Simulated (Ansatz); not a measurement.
# Ti2B, space group I4/mcm: a convergence test of the plane-wave cutoff

With Ansatz's Python interface.

Run as a notebook:

```python
import warnings

import ansatz as az
from tabulate import tabulate
```

```python
SETTINGS = {
    "k_density": 4.3,
    "smearing_width": 0.02,
    "mixing_beta": 0.5,
    "extra_bands": 6,
}

warnings.simplefilter("ignore", az.DeckWarning)
```

```python
lattice = az.Lattice.of(
    [-2.829069, 2.829069, 2.368265],
    [2.829069, -2.829069, 2.368265],
    [2.829069, 2.829069, -2.368265],
)
sites = [
    ("Ti", [0.6644, 0.1644, 0.8288]),
    ("Ti", [0.3356, 0.8356, 0.1712]),
    ("Ti", [0.8356, 0.6644, 0.5]),
    ("Ti", [0.1644, 0.3356, 0.5]),
    ("B", [0.75, 0.75, 0.0]),
    ("B", [0.25, 0.25, 0.0]),
]
xtal = az.Crystal(lattice=lattice)
for symbol, position in sites:
    xtal = xtal.atom(symbol, position)
```

```python
xtal.resolved().tree()["lattice"]
```

    ((-2.829069, 2.829069, 2.368265), (2.829069, -2.829069, 2.368265), (2.829069, 2.829069, -2.368265))

```python
setup = (
    xtal.calculation()
    .functional(az.Functional.R2SCAN)
    .kpoints(density=SETTINGS["k_density"])
    .occupations(az.OccupationsMethod.FERMI_DIRAC, width=SETTINGS["smearing_width"])
    .mixing("msr1", beta=SETTINGS["mixing_beta"])
    .initial_density(normalization="atom")
    .scf(extra_bands=SETTINGS["extra_bands"], algorithm="direct_min")
    .forces()
    .stress()
)
```

```python
rows = []
for value in [250, 325, 400, 475, 550, 625]:
    summary = setup.basis(value).run(threads=1, pin="off").report
    rows.append((value, summary["free_energy_ev"] / len(summary["lattice"]["sites"]), summary["n_iterations"], sum(summary["stress_gpa"][i][i] for i in range(3)) / 3, max(abs(f) for row in summary["forces_ev_ang"] for f in row), summary["n_pw"]))
```

```python
print(tabulate(rows, headers=["cutoff (eV)", "F/atom (eV)", "iterations", "P (GPa)", "max component (eV/A)", "plane waves"], floatfmt=".4f", tablefmt="simple"))
```

      cutoff (eV)    F/atom (eV)    iterations    P (GPa)    max component (eV/A)    plane waves
    -------------  -------------  ------------  ---------  ----------------------  -------------
              250     -1721.5495             8     0.4278                  0.0559            663
              325     -1722.1751             8    -0.3385                  0.1063            995
              400     -1722.2005             8    -0.2430                  0.1022           1351
              475     -1722.2026             8    -0.2385                  0.1016           1777
              550     -1722.2038             8    -0.2182                  0.1012           2201
              625     -1722.2045             8    -0.2110                  0.1014           2709

```python
# the last row is the reference
for row in rows[:-1]:
    shift = 1000 * (row[1] - rows[-1][1])
    print(f"{row[0]}: {shift:+.2f} meV/atom" + ("  (within 1 meV)" if abs(shift) < 1 else ""))
```

    250: +655.01 meV/atom
    325: +29.41 meV/atom
    400: +4.00 meV/atom
    475: +1.91 meV/atom
    550: +0.68 meV/atom  (within 1 meV)

From 550 eV on it stays within 1 meV an atom of the value at 625 eV; the first row (250 eV) is off by 655.0 meV and the last but one by 0.68 meV. The energy falls steadily, as expected when plane waves are added. The pressure moves from 0.43 to -0.21 GPa (the program's stress holds a Pulay correction, so it settles early). The last run costs about 3.4 times the first.

Notes:
- Pressure is positive in compression.
- This cell is a computed structure, which may not be the phase found in nature.
- Shifts are counted from the last row, which is itself no proven limit.
- The script silences the warnings on its input, which a real study should read.
- Wall time of the script: 8.4 min on 1 thread of Arm Neoverse V2 (shared host), peak memory 1 GiB.
